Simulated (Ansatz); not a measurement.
# Li4NbO4: the cost of one run

Program: Ansatz 0.2.0. Level of theory: DFT PBEsol, scalar-relativistic, plane waves, PAW. These are calculated values, not measurements.

39 further runs of the same task are left out: 39 set aside as unsound or not needed.

**1. The starting structure**

Symmetry: I4/m, No. 87, tetragonal system. Conventional cell: a = 7.624 Å, b = 7.624 Å, c = 3.260 Å, α = 90.00°, β = 90.00°, γ = 90.00°. Around Li (site symmetry m) lie 4 O at 1.92 to 2.04 Å. Nb (site symmetry 4/m) is surrounded by 4 O at 1.94 Å. Around O (site symmetry m) lie 4 Li at 1.92 to 2.04 Å and 1 Nb at 1.94 Å.

As a file:

```xyz
9
Lattice="-3.8119 3.8119 1.6301 3.8119 -3.8119 1.6301 3.8119 3.8119 -1.6301" Properties=species:S:1:pos:R:3 pbc="T T T"
Li    1.1995    2.5476    0.0000
Li   -1.2644    2.6125    1.6301
Li    5.0763    1.1995    0.0000
Li    2.6125    1.2644    1.6301
Nb    0.0000    0.0000    0.0000
O     0.6077    5.7860    0.0000
O     1.9740    3.2042    1.6301
O     1.8379    0.6077    0.0000
O     3.2042   -1.9740    1.6301
```

It goes back to an entry of the Materials Project, which need not be the stable form.

This cell was relaxed beforehand with the same method: volume 10.53 Å³/atom, gap on the mesh 1.28 eV.

**2. Plan of the line**

Atoms count from 1 in the order of the input.

One atom moved over a plane, all else fixed.

The axes are (1) shift of Li1 along [1 0 0]: 9 values from −0.810 Å; (2) shift of Li1 along [0 1 0]: 9 values from −0.810 Å.

Nothing else is relaxed (all other atoms fixed). Energies count from the relaxed crystal. Points are written as (first, second).

**3. Point (0.608 Å, −0.810 Å)**

The input, input.yaml:

```yaml
crystal:
  lattice:
    - [-3.8119495391, 3.8119495391, 1.6301049253]
    - [3.8119495391, -3.8119495391, 1.6301049253]
    - [3.8119495391, 3.8119495391, -1.6301049253]
  atoms:
    - { symbol: Li, position: [0.4403998329, 0.2370116581, 0.677411491] }
    - { symbol: Li, position: [0.842671978, 0.3341549847, 0.1768269627] }
    - { symbol: Li, position: [0.157328022, 0.6658450153, 0.8231730373] }
    - { symbol: Li, position: [0.6658450153, 0.842671978, 0.5085169933] }
    - { symbol: Nb, position: [0.0, 0.0, 0.0] }
    - { symbol: O, position: [0.7589255465, 0.0797104317, 0.8386359782] }
    - { symbol: O, position: [0.9202895683, 0.7589255465, 0.6792151148] }
    - { symbol: O, position: [0.0797104317, 0.2410744535, 0.3207848852] }
    - { symbol: O, position: [0.2410744535, 0.9202895683, 0.1613640218] }
basis:
  ecutwfc: 420
kpoints:
  mp_grid: { grid: [10, 10, 10] }
hamiltonian:
  xc: pbesol
  pseudopotentials: { kind: paw, azcp: { folder: soft_1 } }
scf:
  occupations: { method: gaussian, width: 0.05 }
output:
  forces: true
  stress: true
  eigenvalues: true
```

Launch:

```
$ ansatz run input.yaml --threads 4 --pin off --max-ram 8192MiB --backend cpu --events-out ev --progress --plain --runs-dir out
```

Q: Estimate wall time and peak memory on 4 threads of Arm Neoverse V2, shared host.

About 19 s, with a peak of 0.9 GiB.
